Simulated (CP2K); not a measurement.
**Ta3AsAu2O13 under changes of volume**

One of the cells (15.769 Å³/atom); the others are scaled copies at fixed shape and fractional positions:

```
Ta As Au O
1.0
     5.72386    0.00000    0.00000
     1.29464    6.25668    0.00000
     0.26816    1.30982    8.36637
Ta As Au O
3 1 2 13
Cartesian
  1.7946 2.6749 4.8886
  0.6021 2.0039 8.3542
  4.2740 4.5494 4.2235
  4.7442 6.6995 6.9482
  3.4894 0.8212 1.5572
  1.4391 5.7206 3.7383
  4.8826 5.2937 5.9475
  3.3158 1.7515 5.8251
  6.2667 6.7584 7.6914
  3.3530 6.6833 7.9189
  4.5661 1.8700 0.2589
  1.7214 1.5096 0.9266
  0.9917 1.2312 4.1082
  3.3694 3.0028 3.6393
  0.8977 2.6990 6.5755
  6.1537 3.9289 3.8188
  4.0568 5.7863 2.9258
  2.4286 4.7592 5.2267
  6.5518 6.2513 1.8938
```

The cell was built by a generator and needn't be a form met in nature.

- Program: CP2K 2026.2
- Functional: PBE
- Potentials or basis: GTH_POTENTIALS Ta GTH-PBE-q13, As GTH-PBE-q5, Au GTH-PBE-q11, O GTH-PBE-q6; DZVP-MOLOPT-SR-GTH basis
- Density cutoff: 8163 eV
- k mesh: 4 × 4 × 3
- Occupations: fermi-dirac, width 0.0259 eV
- Spin: no spin polarisation

```csv
volume (Å³/atom),energy over the lowest point (meV/atom),pressure (GPa),gap on the mesh (eV)
14.823,35.84,12.1,1.53
15.139,16.33,7.8,1.46
15.454,4.66,4.1,1.38
15.769,0.00,0.7,1.31
16.085,1.63,-2.3,1.24
16.400,?,?,?
16.716,21.22,-7.4,1.12
```

Question: What does the run at 16.400 Å³/atom give?

Answer: Energy over the lowest point 8.93 meV/atom; pressure -5.0 GPa; gap on the mesh 1.18 eV.

Worked out: A Birch-Murnaghan fit of order 3 (a polynomial in V^(-2/3)) to the other rows has its minimum at 15.84 Å³/atom with B0 = V·E''(V) = 156 GPa and B' = 4.4 at fixed shape and positions, which overstates the stiffness. It gives 8.87 meV/atom at 16.400 Å³/atom, against the run's 8.93, and -dE/dV = -5.0 GPa, against -5.0. A straight line through the other rows of the gap, of slope -3.45 eV per unit of ln V, gives 1.18 eV, against the run's 1.18.

Energies are extrapolated to zero smearing.

Caveats: with these potentials and basis sets, volumes of gold and of layered tellurides can stand 1.5 % and more from those of plane-wave programs; spin-orbit coupling is left out, which moves the levels of the heavy elements; an odd mesh through Γ misses points on the zone boundary, where band edges often lie; the basis of atomic orbitals isn't converged, which shifts pressures, moduli and gaps; forces of over 1 eV/Å show positions far from the minimum, so gaps and moduli don't describe the material at rest (some runs).
